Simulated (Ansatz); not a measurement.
## CH3BCl2O, SMILES COB(Cl)Cl: a geometry optimisation

Run with Ansatz's Python interface.

`ch3bcl2o.py`
```python
'''Minimum-energy structure of CH3BCl2O.'''

import warnings

import ansatz as az
from ase import Atoms
import numpy as np

BASIS = 'def2-SVP'
FUNCTIONAL = 'r2SCAN'

warnings.simplefilter('ignore', az.DeckWarning)

atoms = Atoms(['C', 'O', 'B', 'Cl', 'Cl', 'H', 'H', 'H'], positions=[
    [-0.1108, -0.7154, 0.8675],
    [0.8188, -0.4171, -0.1208],
    [0.305, 0.6625, -1.0149],
    [-0.5037, 0.2556, -2.5505],
    [0.7611, 2.4106, -0.6486],
    [0.209, -1.4651, 1.5164],
    [-0.3151, 0.2232, 1.5037],
    [-1.0721, -1.0114, 0.3914],
])
system = az.Crystal.molecule_from_ase(atoms)

calc = system.calculation()
calc = calc.basis(gaussian=BASIS)
calc = calc.functional(FUNCTIONAL)
symbols = [site.symbol for site in system.cartesian_sites]
start = np.array([site.position_ang for site in system.cartesian_sites], dtype=float)
def progress(event):
    if event['event'] == 'relax_step':
        row = event['data']
        print(f'step {row["step"]:3d}  E = {row["lagrangian_ev"]:.6f} eV  largest force component {row["allowed_force_max_ev_ang"]:.4f} eV/A')


data = calc.relax(force_tolerance=0.01).session().plan().execute(on_event=progress).report
end = np.array(data['positions_ang'])

print(f'E = {data["free_energy_ev"]:.6f} eV = {data["free_energy_ev"] / 27.211386246:.7f} Ha')
print('converged:', data['converged'], ' doubts:', data['published_state_doubts'] or 'none')

print('final positions (A) and the move of each atom')
for symbol, xyz, old in zip(symbols, end, start):
    print(f'{symbol:2s} {xyz[0]:10.5f} {xyz[1]:10.5f} {xyz[2]:10.5f}   {np.linalg.norm(xyz - old):7.4f}')
```

```console
$ python ch3bcl2o.py
step   1  E = -28842.683990 eV  largest force component 3.0770 eV/A
step   2  E = -28843.078322 eV  largest force component 2.0808 eV/A
step   3  E = -28843.268959 eV  largest force component 0.9662 eV/A
step   4  E = -28843.384590 eV  largest force component 0.4481 eV/A
step   5  E = -28843.438788 eV  largest force component 0.6773 eV/A
step   6  E = -28843.492229 eV  largest force component 0.8674 eV/A
step   7  E = -28843.589818 eV  largest force component 1.0346 eV/A
step   8  E = -28843.721344 eV  largest force component 0.6528 eV/A
step   9  E = -28843.723905 eV  largest force component 0.6227 eV/A
step  10  E = -28843.749549 eV  largest force component 0.1285 eV/A
step  11  E = -28843.750268 eV  largest force component 0.0126 eV/A
step  12  E = -28843.750313 eV  largest force component 0.0059 eV/A
E = -28843.750321 eV = -1059.9882733 Ha
converged: True  doubts: none
final positions (A) and the move of each atom
C    -0.17135   -0.63982    0.94829    0.1261
O    -0.01535   -0.54184   -0.45877    0.9086
B     0.20820    0.57003   -1.16146    0.1985
Cl    0.35469    0.43367   -2.91089    0.9478
Cl    0.36409    2.16754   -0.40694    0.5245
H     0.48630   -1.44260    1.31072    0.3460
H     0.08037    0.30501    1.45231    0.4071
H    -1.21476   -0.90908    1.17094    0.7991
```

Caveats:
- Total energies depend on the basis set; only differences at equal settings carry meaning.
- The end point is the stationary point reached from this start; no frequency run checks that it is a minimum, and the basis set is modest.
- Run time: 72 s on 1 thread of Arm Neoverse V2, on a shared host, peak memory 0.23 GiB.
